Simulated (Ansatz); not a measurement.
## BFH2SeSi, SMILES FB1[SiH2][Se]1: a geometry optimisation, step by step

With Ansatz's Python interface.

At the Python prompt:
```pycon
>>> import ansatz as az
>>> import numpy as np
>>> geometry_ang = [
...     ("F", (0.6386, -2.4307, 0.4558)),
...     ("B", (-0.1255, -1.1408, 0.2958)),
...     ("Si", (0.0844, 0.8167, -0.0667)),
...     ("Se", (-1.5823, -0.0863, -0.7311)),
...     ("H", (1.085, 1.1046, -1.1389)),
...     ("H", (-0.0582, 1.6724, 1.139)),
... ]
>>> geometry = az.Crystal.molecule()
>>> for symbol, xyz in geometry_ang:
...     geometry = geometry.atom(symbol, xyz)
...
>>> calculation = geometry.calculation().basis(gaussian="def2-SVP").functional("HF")
>>> symbols = [site.symbol for site in geometry.cartesian_sites]
>>> start = np.array([site.position_ang for site in geometry.cartesian_sites], dtype=float)
>>> summary = calculation.relax(force_tolerance=0.005).run().report

>>> end = np.array(summary["positions_ang"])
>>> print(f"E = {summary['free_energy_ev']:.6f} eV = {summary['free_energy_ev'] / 27.211386246:.7f} Ha")
E = -76562.890431 eV = -2813.6343272 Ha
>>> print("converged:", summary["converged"], " doubts:", summary["published_state_doubts"] or "none")
converged: True  doubts: none
>>> print("bond        before    after (A)")
bond        before    after (A)
>>> for i, j in [(0, 1), (1, 2), (1, 3), (2, 3), (2, 4), (2, 5)]:
...     d0, d1 = (np.linalg.norm(xyz[i] - xyz[j]) for xyz in (start, end))
...     print(f"{symbols[i]}{i}-{symbols[j]}{j}".ljust(10), f"{d0:8.4f} {d1:8.4f}")
...
F0-B1        1.5077   1.3020
B1-Si2       2.0018   1.9540
B1-Se3       2.0709   1.9307
Si2-Se3      2.0087   2.3327
Si2-H4       1.4946   1.4736
Si2-H5       1.4854   1.4737
>>> charges = summary["charge_distribution"]
>>> dipole = np.array(charges["dipole_moment_e_ang"]) * 4.803205
>>> print("dipole (D): {:.3f} {:.3f} {:.3f}, length {:.3f}".format(*dipole, np.linalg.norm(dipole)))
dipole (D): 1.212 1.404 0.346, length 1.887
>>> print("atom  Mulliken   Lowdin")
atom  Mulliken   Lowdin
>>> for symbol, m, l in zip(symbols, charges["mulliken_charges_e"], charges["lowdin_charges_e"]):
...     print(f"{symbol:4s} {m:9.3f} {l:8.3f}")
...
F       -0.180    0.229
B        0.343   -0.565
Si       0.398    0.332
Se      -0.373    0.160
H       -0.094   -0.078
H       -0.094   -0.078
```

Notes:
- Total energies depend on the basis set; only differences at equal settings carry meaning.
- The end point is the stationary point reached from this start; no frequency run checks that it is a minimum, and the basis set is modest.
- The Löwdin charges here are taken after orthogonalising the functions within each atom; they differ from plain Löwdin charges, and their signs can be unphysical.
- Timing: 20 s on 1 thread of Arm Neoverse V1, with other jobs on the host, peak memory 0.24 GiB.

(Lines on the test bed's own set-up are left out of the output.)
